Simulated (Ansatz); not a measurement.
# CaMn2As2 (P-3m1): equation of state

An exercise on one series of results from a longer session: the logs are not shown, and one member is left open.

Computed with Ansatz 0.2.0 (DFT LDA, scalar-relativistic, plane waves, PAW, unless a step's input says otherwise).

## The system as given

Symmetry: P-3m1, No. 164, trigonal system. The conventional cell has a = 3.830 Å, b = 3.830 Å, c = 6.802 Å, α = 90.00°, β = 90.00°, γ = 120.00°. Ca (site symmetry -3m) has 6 As at 2.88 Å as nearest neighbours. Around Mn (site symmetry 3m) lie 4 As at 2.32 to 2.35 Å. Around As (site symmetry 3m) lie 4 Mn at 2.32 to 2.35 Å and 3 Ca at 2.88 Å.

Coordinates:

```
CELL_PARAMETERS angstrom
3.82978 0.00000 0.00000
-1.91489 3.31669 0.00000
0.00000 0.00000 13.60354
ATOMIC_POSITIONS crystal
Ca 0.00000 0.00000 0.00000
Mn 0.33333 0.66667 0.30640
Mn 0.66667 0.33333 0.19360
As 0.33333 0.66667 0.13575
As 0.66667 0.33333 0.36425
Ca 0.00000 0.00000 0.50000
Mn 0.33333 0.66667 0.80640
Mn 0.66667 0.33333 0.69360
As 0.33333 0.66667 0.63575
As 0.66667 0.33333 0.86425
```

An earlier run at LDA left this cell at 17.279 Å³/atom and 0.02 GPa (12×12×4 mesh). The large moments point both ways and cancel.

Volume factors to run: 0.980, 1.020, 0.960, 1.040.

Set-up of the first run:

input.yaml reads:

```yaml
crystal:
  lattice:
    - [3.8040752821, 0.0, 0.0]
    - [-1.9020376411, 3.2944258322, 0.0]
    - [0.0, 0.0, 13.5122423838]
  atoms:
    - { symbol: Ca, position: [0.0, 0.0, 5.183e-07] }
    - { symbol: Mn, position: [0.3333333333, 0.6666666667, 0.306403183], spin: 2.04 }
    - { symbol: Mn, position: [0.6666666667, 0.3333333333, 0.193596817], spin: 2.04 }
    - { symbol: As, position: [0.3333333333, 0.6666666667, 0.1357505926] }
    - { symbol: As, position: [0.6666666667, 0.3333333333, 0.3642494074] }
    - { symbol: Ca, position: [0.0, 0.0, 0.4999994817] }
    - { symbol: Mn, position: [0.3333333333, 0.6666666667, 0.8064032322], spin: -2.04 }
    - { symbol: Mn, position: [0.6666666667, 0.3333333333, 0.6935967678], spin: -2.04 }
    - { symbol: As, position: [0.3333333333, 0.6666666667, 0.6357505456] }
    - { symbol: As, position: [0.6666666667, 0.3333333333, 0.8642494544] }
basis:
  ecutwfc: 420
  ecutrho_ratio: 4
kpoints:
  mp_grid: { grid: [12, 12, 4] }
hamiltonian:
  xc: lda
scf:
  occupations: { method: gaussian, width: 0.05 }
output:
  forces: true
  stress: true
  eigenvalues: true
  populations: true
magnetization:
  spin_polarized: true
relax:
  f_tol: 0.01
  max_steps: 40
  cell: { stress_tol: 0.1, fix: [volume] }
```

On the command line:

```console
$ ansatz run input.yaml --threads 4 --pin off --max-ram 10240MiB --backend cpu --events-out ev --progress --plain --runs-dir out
```

Among the steps run: Volume × 0.980; Volume × 1.020; Scaling the volume by 0.960; At 1.040 of the relaxed volume.

One table of the session follows, with a row left open; its other results are not shown here.

It belongs to the step «The fit». 

```
volume (Å³/atom)  energy (meV/atom)  pressure (GPa)  moment of atom 2 (μB)
          16.588               8.82            4.21                   1.76
          16.934                  ?               ?                      ?
          17.279               0.00            0.02                   1.86
          17.625               1.92           -1.76                   1.90
          17.971               7.50           -3.33                   1.96
```

Estimate the missing values for volume (Å³/atom) = 16.934.

Worked estimate for «energy (meV/atom)». A straight line through the neighbours (16.588, 8.82) and (17.279, 0.00) gives 8.82 + (0.00 − 8.82) × (16.934 − 16.588) / (17.279 − 16.588) = 4.40; a parabola fitted to 3 rows on both sides gives 2.30.

As computed: energy (meV/atom): 2.15; pressure (GPa): 2.01; moment of atom 2 (μB): 1.81. In «energy (meV/atom)» the line misses by +2.25 and the parabola by +0.15.

Caveats from the session: Warnings in the runs' records: anti translation declined, stability check not made.
